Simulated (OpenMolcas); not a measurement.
**Ti²⁺ with 4 ligands (chloride): CASSCF and CASPT2 levels and susceptibility**

Which state of Ti²⁺ lies lowest among these ligands, how large is the field, and what χT follows?

Method: state-averaged CASSCF and CASPT2, spin-orbit coupling by RASSI with atomic mean-field integrals. Code: OpenMolcas 26.06.

### 1 What is computed

- Species: Ti²⁺ (titanium, Z = 22, 20 electrons)
- Basis: ANO-RCC-VDZP [5s4p2d1f], 106 functions with the ligands
- Scalar Hamiltonian: DKH2, point nucleus
- Inactive shells: 1s 2s 2p 3s 3p of the metal, and all ligand shells
- Active space: 2 electrons in 5 orbitals (3d)
- Some configurations of this space: 3d2
- Orbitals: optimised for each spin and parity, averaged over all roots

The outer shells:

3d2
```
3d [↑ ][↑ ][  ][  ][  ]
```

Ti²⁺ is taken with 4 ligands (chloride) in tetrahedron coordination (Td) at 2.46 Å. A charge of +0.5 e stands 2.8 Å behind each ligand. Ligand basis ANO-RCC-VDZP. The distances are assumed, not relaxed.

```xyz
5

Ti    0.0000    0.0000    0.0000
Cl    1.4203    1.4203    1.4203
Cl    1.4203   -1.4203   -1.4203
Cl   -1.4203    1.4203   -1.4203
Cl   -1.4203   -1.4203    1.4203
```

The work runs as a chain of OpenMolcas steps in one folder; each step below is one input file. Labels, J, g values, rates, χT and fits are worked out afterwards by a script from the matrices that RASSI stores.

### 2 GATEWAY and SEWARD: basis and integrals

a.inp

```
&GATEWAY
Coord
5

Ti 0.0 0.0 0.0
Cl 1.420282 1.420282 1.420282
Cl 1.420282 -1.420282 -1.420282
Cl -1.420282 1.420282 -1.420282
Cl -1.420282 -1.420282 1.420282
Basis=Ti.ANO-RCC-VDZP,Cl.ANO-RCC-VDZP
Group=NoSym
NoMove
AngMom=0.0 0.0 0.0
AMFI
RICD
XField
4 Angstrom 0
3.036863 3.036863 3.036863 0.500000
3.036863 -3.036863 -3.036863 0.500000
-3.036863 3.036863 -3.036863 0.500000
-3.036863 -3.036863 3.036863 0.500000
&SEWARD
```

On the command line:

```sh
$ OMP_NUM_THREADS=1 MOLCAS_MEM=2457 MOLCAS_PROJECT=a pymolcas a.inp > a.log
```

Output:

```text
Basis set label: TI.ANO-RCC...5S4P2D1F.

      Electronic valence basis set:
      ------------------
      Associated Effective Charge  22.000000 au
      Associated Actual Charge     22.000000 au
      Nuclear Model: Point charge

      Shell  nPrim  nBasis  Cartesian Spherical Contaminant
         s      21       5        X
         p      15       4        X
         d      10       2                 X
         f       6       1                 X
                  Relativistic Douglas-Kroll-Hess integrals:
                    - DKH order of Hamiltonian: 2
                    - DKH order of Properties : 0
                  Atomic mean-field integrals
```

### 3 CASSCF: triplets, 10 roots

a.inp

```
&RASSCF
FileOrb=start.orb
Symmetry=1
Spin=3
nActEl=2 0 0
Inactive=45
Ras2=5
CIRoot=10 10 1
SDav=10
CIMx=300
Iter=150 100
PrWF=0.3
OrbListing=Nothing
MaxOrb=0
LevShft=1.0
>>> COPY $Project.JobIph JOB001
```

On the command line:

```sh
$ OMP_NUM_THREADS=1 MOLCAS_MEM=2457 MOLCAS_PROJECT=a pymolcas a.inp > a.log
```

start.orb holds start orbitals that the driver prepared beforehand, or those of the step before.

Output:

```text
Wave function specifications:
      -----------------------------

      Number of closed shell electrons          90
      Number of electrons in active shells       2
      Max number of holes in RAS1 space          0
      Max nr of electrons in RAS3 space          0
      Number of inactive orbitals               45
      Number of active orbitals                  5
      Number of secondary orbitals              56
      Spin quantum number                      1.0
      State symmetry                             1
Orbital specifications:
      -----------------------

      Symmetry species                           1
                                                 a
      Frozen orbitals                            0
      Inactive orbitals                         45
      Active orbitals                            5
      RAS1 orbitals                              0
      RAS2 orbitals                              5
      RAS3 orbitals                              0
      Secondary orbitals                        56
      Deleted orbitals                           0
      Number of basis functions                106
      Number of CSFs                            10
      Number of root(s) required                10
      Iter CI   SX   CI       RASSCF       Energy    max ROT     max BLB   max BLB  Level Ln srch  Step   QN
          iter iter root      energy       change     param      element    value   shift minimum  type update
 Nr of preliminary CI iterations:   1
      Total energies have been shifted. Add                -2000.00 au
        1   1   10    0  -696.98606132    0.00E+00  -3.94E-02   32  90 1 -1.15E-01*  0.87   0.00    SX    NO
        2   1   10    0  -697.18766544   -2.02E-01* -1.40E-02   27  83 1 -3.88E-02*  0.93   0.00    SX    NO
        3   1    9    0  -697.22185591   -3.42E-02* -1.02E-02   32  47 1  1.73E-02*  0.95   0.00    SX    NO
        4   1    9    0  -697.22975662   -7.90E-03* -7.54E-03   32  47 1  1.08E-02*  0.95   0.00    SX    NO
        5   1    9    0  -697.23228521   -2.53E-03* -1.04E-02   32  47 1  6.95E-03*  0.96   2.50    LS   YES
        6   1    8    0  -697.23370512   -1.42E-03*  4.43E-03   14  72 1  2.92E-03*  0.96   1.09    QN   YES
        7   1    8    0  -697.23391625   -2.11E-04*  4.00E-03    9  70 1 -2.02E-03*  0.96   1.93    LS   YES
        8   1    8    0  -697.23398007   -6.38E-05* -1.09E-03   39  98 1 -2.09E-03*  0.96   1.03    QN   YES
        9   1    8    0  -697.23400128   -2.12E-05* -5.71E-04   12  71 1 -9.36E-04*  0.96   1.52    LS   YES
       10   1    7    0  -697.23400413   -2.85E-06* -8.99E-04    9  70 1  4.90E-04*  0.96   1.01    QN   YES
       11   1    7    0  -697.23400678   -2.65E-06* -1.34E-03    7  68 1  1.76E-04*  0.96   2.50    LS   YES
       12   1    7    0  -697.23400648    2.95E-07* -5.24E-04   12  71 1  4.92E-04*  0.96   0.44    LS   YES
       13   1    7    0  -697.23400725   -7.62E-07* -9.18E-05   39  98 1  2.98E-04*  0.96   1.32    QN   YES
       14   1    6    0  -697.23400762   -3.68E-07* -1.04E-04   12  71 1  1.07E-04*  0.96   2.14    LS   YES
       15   1    6    0  -697.23400764   -2.42E-08* -2.03E-04    5  70 1 -1.56E-04*  0.96   0.53    QN   YES
       16   1    5    0  -697.23400774   -9.79E-08* -9.76E-05    5  70 1 -2.97E-05   0.96   1.25    QN   YES
       17   1    5    0  -697.23400773    9.87E-09  -5.79E-05   32  52 1  6.85E-06   0.96   0.15    LS   YES
      Convergence after 17 iterations
       18   1    5    0  -697.23400772    6.14E-09  -5.79E-05    5  70 1 -1.64E-05   0.96   0.15    LS   YES
      Natural orbitals and occupation numbers for root  1
      sym 1:   1.000000   0.000000   1.000000   0.000000   0.000000
      Natural orbitals and occupation numbers for root  2
      sym 1:   0.896265   0.103735   0.896265  -0.000000   0.103735
      Natural orbitals and occupation numbers for root  3
      sym 1:   0.069909  -0.000000   0.069909   0.930091   0.930091
::    RASSCF root number  1 Total energy:  -2697.26742270
::    RASSCF root number  2 Total energy:  -2697.25304303
::    RASSCF root number  3 Total energy:  -2697.25304303
::    RASSCF root number  4 Total energy:  -2697.25304303
::    RASSCF root number  5 Total energy:  -2697.24252400
::    RASSCF root number  6 Total energy:  -2697.24252400
::    RASSCF root number  7 Total energy:  -2697.24252400
::    RASSCF root number  8 Total energy:  -2697.19531781
::    RASSCF root number  9 Total energy:  -2697.19531781
::    RASSCF root number 10 Total energy:  -2697.19531781
```

### 4 Reference wave functions, singlets, 15 roots

a.inp

```
&RASSCF
FileOrb=start.orb
Symmetry=1
Spin=1
nActEl=2 0 0
Inactive=45
Ras2=5
CIRoot=15 15 1
SDav=15
CIMx=300
Iter=150 100
PrWF=0.3
OrbListing=Nothing
MaxOrb=0
LevShft=1.0
>>> COPY $Project.JobIph JOB002
```

On the command line:

```sh
$ OMP_NUM_THREADS=1 MOLCAS_MEM=2457 MOLCAS_PROJECT=a pymolcas a.inp > a.log
```

Output:

```text
Wave function specifications:
      -----------------------------

      Number of closed shell electrons          90
      Number of electrons in active shells       2
      Max number of holes in RAS1 space          0
      Max nr of electrons in RAS3 space          0
      Number of inactive orbitals               45
      Number of active orbitals                  5
      Number of secondary orbitals              56
      Spin quantum number                      0.0
      State symmetry                             1
Orbital specifications:
      -----------------------

      Symmetry species                           1
                                                 a
      Frozen orbitals                            0
      Inactive orbitals                         45
      Active orbitals                            5
      RAS1 orbitals                              0
      RAS2 orbitals                              5
      RAS3 orbitals                              0
      Secondary orbitals                        56
      Deleted orbitals                           0
      Number of basis functions                106
      Number of CSFs                            15
      Number of root(s) required                15
      Iter CI   SX   CI       RASSCF       Energy    max ROT     max BLB   max BLB  Level Ln srch  Step   QN
          iter iter root      energy       change     param      element    value   shift minimum  type update
 Nr of preliminary CI iterations:   1
      Total energies have been shifted. Add                -2000.00 au
        1   1    9    0  -697.18054439    0.00E+00  -9.94E-03   48  57 1 -6.47E-03*  0.96   0.00    SX    NO
        2   1    8    0  -697.18117243   -6.28E-04*  4.69E-03   29  68 1 -4.84E-03*  0.96   0.00    SX    NO
        3   1    8    0  -697.18137952   -2.07E-04*  2.80E-03   29  68 1 -2.41E-03*  0.96   0.00    SX    NO
        4   1    8    0  -697.18146366   -8.41E-05*  1.69E-03   29  68 1 -1.34E-03*  0.95   0.00    SX    NO
        5   1    8    0  -697.18150033   -3.67E-05*  2.49E-03   35  46 1  8.94E-04*  0.95   2.50    LS   YES
        6   1    7    0  -697.18152808   -2.77E-05* -1.15E-03   35  46 1  4.15E-04*  0.95   1.38    QN   YES
        7   1    7    0  -697.18153196   -3.88E-06* -5.31E-04   29  68 1  1.94E-04*  0.95   1.31    QN   YES
        8   1    7    0  -697.18153278   -8.30E-07* -7.93E-04   29  68 1  9.88E-05   0.95   2.50    LS   YES
        9   1    7    0  -697.18153273    5.61E-08* -2.97E-04   35  46 1 -1.35E-04*  0.95   0.46    LS   YES
       10   1    7    0  -697.18153294   -2.09E-07*  1.86E-04   34  67 1  8.85E-05   0.95   1.41    QN   YES
       11   1    6    0  -697.18153312   -1.86E-07*  8.24E-05   39  48 1 -4.00E-05   0.95   1.44    LS   YES
       12   1    6    0  -697.18153312    4.08E-09   5.65E-05   29  68 1 -2.35E-05   0.95   0.28    QN   YES
      Convergence after 12 iterations
       13   1    6    0  -697.18153313   -1.29E-08*  5.65E-05   29  68 1 -1.90E-05   0.95   0.28    QN   YES
      Natural orbitals and occupation numbers for root  1
      sym 1:   0.000827   0.136138   0.873648   0.873648   0.115738
      Natural orbitals and occupation numbers for root  2
      sym 1:   0.167641   0.032331   0.873648   0.873648   0.052731
      Natural orbitals and occupation numbers for root  3
      sym 1:   0.562450   0.011544   0.642531   0.356829   0.426646
::    RASSCF root number  1 Total energy:  -2697.21506467
::    RASSCF root number  2 Total energy:  -2697.21506467
::    RASSCF root number  3 Total energy:  -2697.20244371
::    RASSCF root number  4 Total energy:  -2697.20244371
::    RASSCF root number  5 Total energy:  -2697.20244371
::    RASSCF root number  6 Total energy:  -2697.18635356
::    RASSCF root number  7 Total energy:  -2697.18328768
::    RASSCF root number  8 Total energy:  -2697.18328768
::    RASSCF root number  9 Total energy:  -2697.18328768
::    RASSCF root number 10 Total energy:  -2697.17756137
::    RASSCF root number 11 Total energy:  -2697.17756137
::    RASSCF root number 12 Total energy:  -2697.17238602
::    RASSCF root number 13 Total energy:  -2697.17238602
::    RASSCF root number 14 Total energy:  -2697.17238602
::    RASSCF root number 15 Total energy:  -2697.07703914
```

### 5 RASSI: spin-orbit coupling between the states

a.inp

```
&RASSI
NrOfJobIphs=2 10 15
1 2 3 4 5 6 7 8 9 10
1 2 3 4 5 6 7 8 9 10 11 12 13 14 15
IphNames
JOB001
JOB002
EJob
SpinOrbit
DIPRint=1.0
SOCoupling=1000.0
Subsets=2
Property=9
'ANGMOM' 1 'ANGMOM' 2 'ANGMOM' 3 'MLTPL  1' 1 'MLTPL  1' 2 'MLTPL  1' 3
'AMFI' 1 'AMFI' 2 'AMFI' 3
SOProperty=3
'ANGMOM' 1 'ANGMOM' 2 'ANGMOM' 3
```

On the command line:

```sh
$ OMP_NUM_THREADS=1 MOLCAS_MEM=2457 MOLCAS_PROJECT=a pymolcas a.inp > a.log
```

Output:

```text
SPIN-FREE ENERGIES:
  (Shifted by EMIN (a.u.) =      -2697.2674227020)

 SF State       Relative EMIN(au)   Rel lowest level(eV)    D:o, cm**(-1)

     1             0.0000000000        0.0000000000              0.0000
     2             0.0143796733        0.3912908441           3155.9735
     3             0.0143796733        0.3912908441           3155.9735
     4             0.0143796733        0.3912908441           3155.9735
     5             0.0248987010        0.6775281708           5464.6332
     6             0.0248987010        0.6775281708           5464.6332
     7             0.0248987010        0.6775281708           5464.6332
    11             0.0523580280        1.4247345243          11491.2589
    12             0.0523580280        1.4247345243          11491.2589
    13             0.0649789957        1.7681685508          14261.2411
    14             0.0649789957        1.7681685508          14261.2411
    15             0.0649789957        1.7681685508          14261.2411
    10             0.0721048938        1.9620741153          15825.1950
     8             0.0721048938        1.9620741153          15825.1950
     9             0.0721048938        1.9620741153          15825.1950
    16             0.0810691393        2.2060036625          17792.6195
    17             0.0841350253        2.2894306704          18465.5037
    18             0.0841350253        2.2894306704          18465.5037
    19             0.0841350253        2.2894306704          18465.5037
    20             0.0898613337        2.4452514612          19722.2831
    21             0.0898613337        2.4452514612          19722.2831
    22             0.0950366828        2.5860798819          20858.1409
    23             0.0950366828        2.5860798819          20858.1409
    24             0.0950366828        2.5860798819          20858.1409
    25             0.1903835635        5.1806006821          41784.3624
     Dipole printing threshold changed to   1.00000000E+00

++ Dipole transition strengths (spin-free states):
   -----------------------------------------------
     for osc. strength at least  1.00000000E+00

  ( Max oscillator strength is only    6.1390098327418485E-004 )
--
Eigenvalues of complex Hamiltonian:
   -----------------------------------
  (Shifted by EMIN (a.u.) =      -2697.2674227020)

 SO State       Relative EMIN(au)   Rel lowest level(eV)    D:o, cm**(-1)

     1            -0.0000423641        0.0000000000              0.0000
     2            -0.0000423641        0.0000000000              0.0000
     3            -0.0000423641        0.0000000000              0.0000
     4             0.0141734240        0.3868313009           3120.0049
     5             0.0142862330        0.3899009915           3144.7636
     6             0.0142862330        0.3899009915           3144.7636
     7             0.0142862330        0.3899009915           3144.7636
     8             0.0144039121        0.3931032033           3170.5912
     9             0.0144039121        0.3931032032           3170.5912
    10             0.0144607477        0.3946497770           3183.0651
    11             0.0144607477        0.3946497770           3183.0651
    12             0.0144607477        0.3946497770           3183.0651
    13             0.0245636535        0.6695638495           5400.3966
    14             0.0245636535        0.6695638495           5400.3966
    15             0.0245636535        0.6695638495           5400.3966
    16             0.0246001641        0.6705573529           5408.4098
    17             0.0246001641        0.6705573529           5408.4098
    18             0.0252710977        0.6888143868           5555.6627
    19             0.0252710977        0.6888143868           5555.6627
    20             0.0252710977        0.6888143868           5555.6627
    21             0.0256024554        0.6978310902           5628.3873
    22             0.0523556054        1.4258213869          11500.0250
    23             0.0523556054        1.4258213869          11500.0250
    24             0.0649248800        1.7678487739          14258.6620
    25             0.0649248800        1.7678487739          14258.6620
    26             0.0649248800        1.7678487739          14258.6620
    27             0.0715901545        1.9492201326          15721.5206
    28             0.0718538484        1.9563956084          15779.3947
    29             0.0718538484        1.9563956085          15779.3947
    30             0.0718538484        1.9563956085          15779.3947
    31             0.0723742759        1.9705571639          15893.6154
    32             0.0723742759        1.9705571639          15893.6154
    33             0.0724183728        1.9717571006          15903.2935
    34             0.0724183728        1.9717571006          15903.2935
    35             0.0724183728        1.9717571005          15903.2935
    36             0.0810746274        2.2073057871          17803.1218
    37             0.0841388490        2.2906875063          18475.6407
    38             0.0841388490        2.2906875063          18475.6407
    39             0.0841388490        2.2906875063          18475.6407
    40             0.0898686724        2.4466039434          19733.1916
    41             0.0898686724        2.4466039434          19733.1916
Weights of the five most important spin-orbit-free states for each spin-orbit state.

 SO State  Total energy (au)           Spin-free states, spin, and weights
 -------------------------------------------------------------------------------------------------------
    1        -0.000042       1 1.0  0.9973    2 1.0  0.0013    4 1.0  0.0011    3 1.0  0.0003   15 0.0  0.0000
    2        -0.000042       1 1.0  0.9973    2 1.0  0.0013    3 1.0  0.0011    4 1.0  0.0003   14 0.0  0.0000
    3        -0.000042       1 1.0  0.9973    3 1.0  0.0013    4 1.0  0.0012    2 1.0  0.0002   13 0.0  0.0000
    4         0.014173       2 1.0  0.3333    3 1.0  0.3333    4 1.0  0.3333    5 1.0  0.0000    1 1.0  0.0000
    5         0.014286       4 1.0  0.4796    3 1.0  0.4246    2 1.0  0.0908    1 1.0  0.0027    7 1.0  0.0010
    6         0.014286       2 1.0  0.4388    4 1.0  0.3020    3 1.0  0.2543    1 1.0  0.0027    7 1.0  0.0010
    7         0.014286       2 1.0  0.4654    3 1.0  0.3161    4 1.0  0.2135    1 1.0  0.0027    5 1.0  0.0013
    8         0.014404       4 1.0  0.5450    3 1.0  0.2286    2 1.0  0.2193    6 1.0  0.0030    5 1.0  0.0021
    9         0.014404       2 1.0  0.4427    3 1.0  0.4334    4 1.0  0.1169    7 1.0  0.0028    5 1.0  0.0024
   10         0.014461       4 1.0  0.5130    3 1.0  0.2489    2 1.0  0.2361    7 1.0  0.0008    5 1.0  0.0007
   11         0.014461       3 1.0  0.3935    2 1.0  0.3143    4 1.0  0.2902    7 1.0  0.0009    6 1.0  0.0008
   12         0.014461       2 1.0  0.4476    3 1.0  0.3556    4 1.0  0.1948    5 1.0  0.0010    6 1.0  0.0008
```

These steps: 23 s of run time, 1 thread of Arm Neoverse V1, shared host.

States without spin-orbit coupling:

| state | degeneracy | E (cm-1) |
| --- | --- | --- |
| 3A2 | 1 | 0 |
| 3T2 | 3 | 3156 |
| 3T1 | 3 | 5465 |
| 1E | 2 | 11491 |
| 1T2 | 3 | 14261 |
| 3T1 | 3 | 15825 |
| 1A1 | 1 | 17793 |
| 1T1 | 3 | 18466 |
| 1E | 2 | 19722 |
| 1T2 | 3 | 20858 |
| 1A1 | 1 | 41784 |

With spin-orbit coupling:

| E (cm-1) | Degeneracy | Label | 2S+1 |
| --- | --- | --- | --- |
| 0.0 | 3 | T2 | 3 |
| 3120 | 1 | A2 | 3 |
| 3145 | 3 | T2 | 3 |
| 3171 | 2 | E | 3 |
| 3183 | 3 | T1 | 3 |
| 5400 | 3 | T2 | 3 |
| 5408 | 2 | E | 3 |
| 5556 | 3 | T1 | 3 |
| 5628 | 1 | A1 | 3 |
| 11500 | 2 | E | 1 |
| 14259 | 3 | T2 | 1 |
| 15722 | 1 | A1 | 3 |
| 15779 | 3 | T1 | 3 |
| 15894 | 2 | E | 3 |
| 15903 | 3 | T2 | 3 |
| 17803 | 1 | A1 | 1 |
| 18476 | 3 | T1 | 1 |
| 19733 | 2 | E | 1 |
| 20869 | 3 | T2 | 1 |
| 41796 | 1 | A1 | 1 |

Powder χT (cm³ K/mol): 0.87 at 2 K, 0.87 at 5 K, 0.88 at 10 K, 0.88 at 20 K, 0.90 at 50 K, 0.93 at 100 K, 0.95 at 150 K, 0.98 at 200 K, 1.01 at 250 K, 1.04 at 300 K.

A ligand-field fit to the states below 45000 cm-1 gives 10Dq = -3003 cm-1, B = 787 cm-1 and C = 2928 cm-1 (C/B = 3.72), with a deviation of 200 cm-1.

The orbitals of the open shell are 92 to 96 % metal; the Mulliken charge of the metal is +1.35 e.

[end of part 1 of 2]
